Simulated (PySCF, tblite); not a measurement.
# Si2N3H6 radical: geometry, infrared bands and EPR parameters

Wanted: the infrared bands and EPR parameters of Si2N3H6 radical (`[NH][SiH]1N[SiH2]N1`), by calculation.

Programs: tblite 0.8.0 and PySCF 2.14.0, with density-fitted response routines of our own. Each step states its level of theory. These are calculated values for one molecule in the gas phase, unless marked as measured. Atoms are numbered from 0 throughout.

## Step 1: The molecule as given

11 atoms, charge 0, multiplicity 2; geometry from: force field or distance geometry start.

Bonds of the start (Å): N0–Si1 1.78, Si1–N2 1.81, N2–Si3 1.79, Si3–N4 1.80, N4–Si1 1.79, N0–H5 1.05, Si1–H6 1.46, N2–H7 1.04, Si3–H8 1.47, Si3–H9 1.46, N4–H10 1.06.

## Step 2: Relaxing the molecule with GFN2-xTB

The job: settings as JSON, then the geometry in Å.

```
{"job": {"kind": "relax", "xc": "GFN2-xTB", "basis": "xTB"}, "charge": 0, "multiplicity": 2}
N     -1.886800     0.008500    -0.735100
Si    -0.876100     0.432300     0.666900
N      0.287000    -0.922800     0.982700
Si     1.314300    -0.176200    -0.278100
N      0.563100     1.386100     0.191400
H     -1.725100    -1.003000    -0.959000
H     -1.578500     0.931700     1.842600
H     -0.130700    -1.813700     0.653100
H      0.867600    -0.511000    -1.642300
H      2.749900    -0.269900    -0.047300
H      0.420900     1.940600    -0.700900
```

On the command line:

```console
$ OMP_NUM_THREADS=1 python probes_run.py task.json out
```

The driver reads the jobs from task.json and runs them one after another.

The log of the run:

```text
step      E/eV     max force
  0    -414.61837    2.499
  1    -414.89582    1.438
  2    -415.03942    1.210
  3    -415.09762    0.684
  4    -415.17338    0.763
  5    -415.21538    0.781
  6    -415.32281    0.914
  7    -415.38707    0.678
  8    -415.42789    0.677
  9    -415.46832    0.730
 10    -415.51622    0.801
 11    -415.54142    0.863
 12    -415.57726    0.458
 13    -415.58762    0.286
 14    -415.59615    0.266
 15    -415.60153    0.328
 16    -415.61416    0.340
 17    -415.62223    0.274
 18    -415.63168    0.230
 19    -415.63997    0.266
 20    -415.64897    0.286
 21    -415.65789    0.258
 22    -415.66732    0.234
 23    -415.66803    0.818
 24    -415.67290    0.589
 25    -415.68090    0.175
 26    -415.68319    0.166
 27    -415.68705    0.183
 28    -415.68980    0.180
 29    -415.69456    0.145
 30    -415.69721    0.128
 31    -415.69896    0.124
 32    -415.70083    0.147
 33    -415.70366    0.207
 34    -415.70629    0.193
 35    -415.70789    0.117
 36    -415.70866    0.069
 37    -415.70932    0.075
 38    -415.71030    0.106
 39    -415.71125    0.106
 40    -415.71183    0.072
 41    -415.71216    0.045
 42    -415.71254    0.064
 43    -415.71306    0.086
 44    -415.71364    0.082
 45    -415.71407    0.054
 46    -415.71426    0.026
 47    -415.71434    0.024
 48    -415.71440    0.026
 49    -415.71446    0.026
 50    -415.71454    0.036
 51    -415.71462    0.025
 52    -415.71469    0.026
 53    -415.71475    0.025
 54    -415.71481    0.024
 55    -415.71488    0.032
 56    -415.71496    0.025
 57    -415.71501    0.019
 58    -415.71504    0.013
 59    -415.71508    0.018
 60    -415.71514    0.025
 61    -415.71523    0.034
 62    -415.71532    0.030
 63    -415.71538    0.016
 64    -415.71541    0.008
```

It took 0.32 s on 1 thread of Arm Neoverse V2, shared host.

The steps of the relaxation: (not every step is listed)

| step | energy from step 0 (eV) | largest force (eV/Å) |
| --- | --- | --- |
| 0 | 0.0000 | 2.4989 |
| 1 | -0.2774 | 1.4379 |
| 2 | -0.4210 | 1.2099 |
| 3 | -0.4792 | 0.6841 |
| 4 | -0.5550 | 0.7631 |
| 5 | -0.5970 | 0.7807 |
| 6 | -0.7044 | 0.9138 |
| 7 | -0.7687 | 0.6782 |
| 8 | -0.8095 | 0.6772 |
| 13 | -0.9692 | 0.2862 |
| 18 | -1.0133 | 0.2301 |
| 23 | -1.0497 | 0.8178 |
| 28 | -1.0714 | 0.1797 |
| 33 | -1.0853 | 0.2069 |
| 38 | -1.0919 | 0.1065 |
| 43 | -1.0947 | 0.0864 |
| 48 | -1.0960 | 0.0260 |
| 53 | -1.0964 | 0.0252 |
| 58 | -1.0967 | 0.0134 |
| 59 | -1.0967 | 0.0184 |
| 60 | -1.0968 | 0.0253 |
| 61 | -1.0969 | 0.0340 |
| 62 | -1.0969 | 0.0302 |
| 63 | -1.0970 | 0.0158 |
| 64 | -1.0970 | 0.0082 |

Close pairs (by a distance rule), those that changed most:

| bond | before (Å) | after (Å) | change (Å) |
| --- | --- | --- | --- |
| Si1–Si3 | 2.462 | 2.641 | +0.179 |
| N0–Si1 | 1.780 | 1.668 | -0.111 |
| Si3–N4 | 1.796 | 1.735 | -0.061 |
| N4–H10 | 1.060 | 1.004 | -0.057 |
| N2–Si3 | 1.790 | 1.734 | -0.055 |
| N0–H5 | 1.049 | 1.010 | -0.039 |
| N2–H7 | 1.038 | 1.004 | -0.034 |
| Si1–N2 | 1.814 | 1.780 | -0.034 |

The next job starts from the end point, and lists it.

## Step 3: Harmonic vibrations with GFN2-xTB

The job: settings as JSON, then the geometry in Å.

```
{"job": {"kind": "ir", "xc": "GFN2-xTB", "basis": "xTB"}, "charge": 0, "multiplicity": 2}
N     -2.346616    -0.002905    -0.309332
Si    -0.978512     0.297892     0.596870
N      0.257141    -0.980428     0.679135
Si     1.449485    -0.204559    -0.313229
N      0.364071     1.144411    -0.207291
H     -2.294921    -0.387567    -1.241612
H     -1.214704     0.854032     1.909796
H      0.130941    -1.954509     0.885222
H      1.604229    -0.769287    -1.652605
H      2.706557     0.023873     0.386462
H      0.327754     1.981717    -0.759381
```

The log of the run:

```text
mode    cm-1     km/mol
  1     124.3     42.21
  2     126.4      6.76
  3     219.3     34.58
  4     269.7     32.77
  5     363.9    164.13
  6     413.7      3.86
  7     418.0      3.00
  8     445.0      1.33
  9     524.8      0.35
 10     542.7    129.94
 11     563.7     49.54
 12     608.6     14.83
 13     704.6    110.08
 14     741.3    276.92
 15     742.3    120.64
 16     780.6     43.99
 17     799.6     72.90
 18     886.8     20.02
 19    1030.9     60.47
 20    1032.1      0.22
 21    1065.8    192.22
 22    2243.4    443.83
 23    2301.8    260.64
 24    2391.1    314.04
 25    3424.5      3.26
 26    3513.8      3.39
 27    3521.8      0.36
```

Wall time 0.27 s (1 thread of Arm Neoverse V2, shared host).

Which atoms move in the most intense modes:

| cm⁻¹ | km/mol | atoms |
| --- | --- | --- |
| 364 | 164.1 | H7 33 %, H10 33 % |
| 543 | 129.9 | H9 38 %, H8 34 %, Si3 14 % |
| 741 | 276.9 | N4 19 %, N2 18 %, Si1 15 %, H10 10 % |
| 742 | 120.6 | H5 65 %, N0 13 %, H6 10 % |
| 1066 | 192.2 | H10 29 %, H7 29 %, N4 15 %, N2 15 % |
| 2243 | 443.8 | H8 88 % |
| 2302 | 260.6 | H9 88 % |
| 2391 | 314.0 | H6 97 % |

## Step 4: g tensor and hyperfine couplings: B3LYP/pcH-1

The job, as its differences from that of step 3:

```diff
@@ -1,2 +1,2 @@
-{"job": {"kind": "ir", "xc": "GFN2-xTB", "basis": "xTB"}, "charge": 0, "multiplicity": 2}
+{"job": {"kind": "epr", "basis": "pcH-1"}, "charge": 0, "multiplicity": 2}
 N     -2.346616    -0.002905    -0.309332
```

Method: UKS B3LYP, pcH-1 on H N Si, non-relativistic, mean-field spin-orbit, GIAO.

The log of the run:

```text
UKS, coarse grid
  cycle   1  E = -746.80908181  |g| = 4.91e-01
  cycle   2  E = -746.71338354  |g| = 6.81e-01
  cycle   3  E = -746.90570011  |g| = 8.55e-02
  cycle   4  E = -746.90595089  |g| = 7.82e-02
  cycle   5  E = -746.90929947  |g| = 2.35e-02
  cycle   6  E = -746.90966761  |g| = 7.21e-03
  cycle   7  E = -746.90973149  |g| = 2.94e-03
  cycle   8  E = -746.90973833  |g| = 1.47e-03
  cycle   9  E = -746.90974166  |g| = 4.54e-04
UKS, final grid
  cycle   1  E = -746.90965960  |g| = 7.44e-04
  cycle   2  E = -746.90965900  |g| = 1.42e-03
  cycle   3  E = -746.90965985  |g| = 7.12e-05
  cycle   4  E = -746.90965985  |g| = 6.14e-05
  cycle   5  E = -746.90965986  |g| = 2.47e-05
E = -746.90965986 Eh   <S^2> = 0.7558 (exact 0.7500)
g shifts (ppm)      1          2          3
  rmc          -204       -204       -204
  gc              7         46         39
  oz_so         560       1221      12854
  total         363       1063      12690
hyperfine (MHz)  atom isotope    a_iso     a_fc   dipolar eigenvalues
    0   14N      25.12      24.79    -37.21    -37.09     74.30
    1  29Si      41.05      41.09     -2.02     -0.09      2.11
    2   14N       4.87       4.86     -5.00     -4.73      9.73
    3  29Si       4.46       4.46     -1.12      0.10      1.02
    4   14N       4.91       4.90     -5.09     -4.82      9.91
    5    1H     -50.27     -50.55    -45.91     -8.03     53.94
    6    1H      -7.76      -7.78     -3.33     -3.07      6.40
    7    1H      -6.57      -6.58     -6.94     -1.19      8.13
    8    1H      -1.23      -1.23     -1.09     -1.02      2.11
    9    1H      -2.97      -2.97     -1.47     -0.51      1.97
   10    1H      -6.67      -6.68     -7.05     -1.20      8.25
```

Wall time 33 s (1 thread of Arm Neoverse V2, shared host); peak memory 0.7 GiB.

Principal g values 2.00268, 2.00338, 2.01501; g(iso) = 2.00702, against 2.00232 for a free electron.

Hyperfine couplings; where a row names several nuclei, a(iso) is their mean (it holds for fast rotation or exchange) and the dipolar term the largest among them:

| nuclei | isotope | a(iso) (MHz) | a(iso) (G, at g = 2.0023) | largest dipolar term (MHz) |
| --- | --- | --- | --- | --- |
| H5 | 1H | -50.3 | -17.9 | 53.9 |
| Si1 | 29Si | 41.0 | 14.6 | 2.1 |
| N0 | 14N | 25.1 | 9.0 | 74.3 |
| H6 | 1H | -7.8 | -2.8 | 6.4 |
| H7, H10 | 1H | -6.6 | -2.4 | 8.2 |
| N2, N4 | 14N | 4.9 | 1.7 | 9.9 |
| Si3 | 29Si | 4.5 | 1.6 | -1.1 |
| H9 | 1H | -3.0 | -1.1 | 2.0 |
| H8 | 1H | -1.2 | -0.4 | 2.1 |

Mulliken spin populations:

| atom | value (e) |
| --- | --- |
| N0 | 0.87 |
| Si1 | -0.02 |
| N2 | 0.09 |
| Si3 | 0.00 |
| N4 | 0.09 |
| H5 | -0.03 |
| H6 | 0.00 |
| H7 | 0.00 |
| H8 | 0.00 |
| H9 | 0.00 |
| H10 | 0.00 |

In first order the couplings over 0.8 MHz of 1H, 14N give 672 distinct lines over 51.8 G, if the averaged nuclei exchange fast; the same motion can average rows kept apart here too.

Orbitals, density, ELF and potential are computed afterwards from the orbital file.

ELF in a plane through or near 5 of the atoms.

Values, 10 rows by 14 columns:
```
0.00 0.00 0.00 0.00 0.00 0.00 0.00 0.00 0.00 0.00 0.00 0.00 0.00 0.00
0.00 0.00 0.00 0.00 0.00 0.00 0.01 0.01 0.00 0.00 0.00 0.00 0.00 0.00
0.00 0.00 0.00 0.00 0.00 0.16 0.90 0.90 0.05 0.00 0.00 0.00 0.00 0.00
0.00 0.00 0.03 0.08 0.03 0.36 0.79 0.78 0.18 0.04 0.06 0.04 0.00 0.00
0.00 0.02 0.84 0.96 0.67 0.63 0.68 0.84 0.27 0.42 0.50 0.60 0.12 0.00
0.00 0.07 0.97 1.00 0.81 0.23 0.39 0.42 0.59 0.47 0.75 0.79 0.31 0.00
0.00 0.00 0.32 0.51 0.17 0.67 0.30 0.49 0.45 0.18 0.25 0.31 0.02 0.00
0.00 0.00 0.00 0.00 0.00 0.20 0.95 0.96 0.09 0.00 0.00 0.00 0.00 0.00
0.00 0.00 0.00 0.00 0.00 0.02 0.48 0.52 0.01 0.00 0.00 0.00 0.00 0.00
0.00 0.00 0.00 0.00 0.00 0.00 0.00 0.00 0.00 0.00 0.00 0.00 0.00 0.00
```
The map spans 10.5 Å across and 9.5 Å up, centred on the molecule. Atoms in the plane (x, y in Å): Si1 (1.1, 0.0), N2 (-0.3, 1.2), N4 (-0.3, -1.1), H7 (-0.2, 2.1), H10 (-0.2, -2.1).

log10 of the density (e/Å³) in the same plane.

Values, 10 rows by 14 columns:
```
-4.0 -4.0 -4.0 -4.0 -4.0 -4.0 -4.0 -4.0 -4.0 -4.0 -4.0 -4.0 -4.0 -4.0
-4.0 -4.0 -4.0 -4.0 -4.0 -3.5 -3.0 -3.0 -3.7 -4.0 -4.0 -4.0 -4.0 -4.0
-4.0 -4.0 -4.0 -3.7 -3.1 -1.8 -0.9 -1.0 -2.1 -3.1 -3.7 -4.0 -4.0 -4.0
-4.0 -3.7 -2.8 -2.2 -1.8 -0.8  0.2  0.1 -1.1 -1.7 -2.0 -2.5 -3.5 -4.0
-4.0 -3.0 -1.8 -1.0 -0.6 -0.3  0.4  0.3 -0.4 -0.6 -0.8 -1.4 -2.4 -4.0
-3.9 -2.8 -1.4 -0.3 -0.1  0.3 -0.2 -0.2  1.0 -0.1 -0.2 -1.1 -2.1 -3.7
-4.0 -3.3 -2.3 -1.6 -1.2 -0.4  0.6  0.4 -0.7 -1.2 -1.4 -1.9 -2.9 -4.0
-4.0 -4.0 -3.5 -3.0 -2.5 -1.4 -0.2 -0.2 -1.6 -2.6 -2.9 -3.5 -4.0 -4.0
-4.0 -4.0 -4.0 -4.0 -3.9 -2.7 -2.1 -2.0 -3.0 -4.0 -4.0 -4.0 -4.0 -4.0
-4.0 -4.0 -4.0 -4.0 -4.0 -4.0 -4.0 -4.0 -4.0 -4.0 -4.0 -4.0 -4.0 -4.0
```
The map spans 10.5 Å across and 9.5 Å up, centred on the molecule. Atoms in the plane (x, y in Å): Si1 (1.1, 0.0), N2 (-0.3, 1.2), N4 (-0.3, -1.1), H7 (-0.2, 2.1), H10 (-0.2, -2.1).

On the surface of density 0.002 e/bohr³ the electrostatic potential runs, from the 1st to the 99th percentile, from -1.60 V near N0 to 1.71 V near H5.

The spin density lies nearest to N0 71 %; N2, N4 about 8 % each; H5 7 %.

## Step 5: Summary of results

| quantity | value |
| --- | --- |
| strongest single infrared mode (GFN2-xTB) | 2243 cm⁻¹, 444 km/mol |
| zero-point energy (GFN2-xTB) | 42.6 kcal/mol |
| g(iso) (B3LYP) | 2.00702 |
| ⟨S²⟩ | 0.756 (exact 0.75) |
| largest a(iso) (averaged by class) | 1H on H5, -50.3 MHz |
| potential on the surface of density 0.002 e/bohr³, 1st and 99th percentile | -1.60 V and 1.71 V |

What this shows: Over 64 steps the energy fell by 1.097 eV; of the close pairs, Si1–Si3 changed most, 2.462 to 2.641 Å. All 27 modes are real, so the xTB geometry is a minimum. The strongest single mode, at 2243 cm⁻¹, moves mainly H8. Unscaled tight-binding wavenumbers are off by several per cent, some by more. Its intensities can rank the bands wrongly. N0 carries the largest spin population, 0.87 e. The isotropic g lies 4.7 ppt above the free-electron value. The conformer search found further structures of the same energy, which may be mirror or relabelled copies of this one.
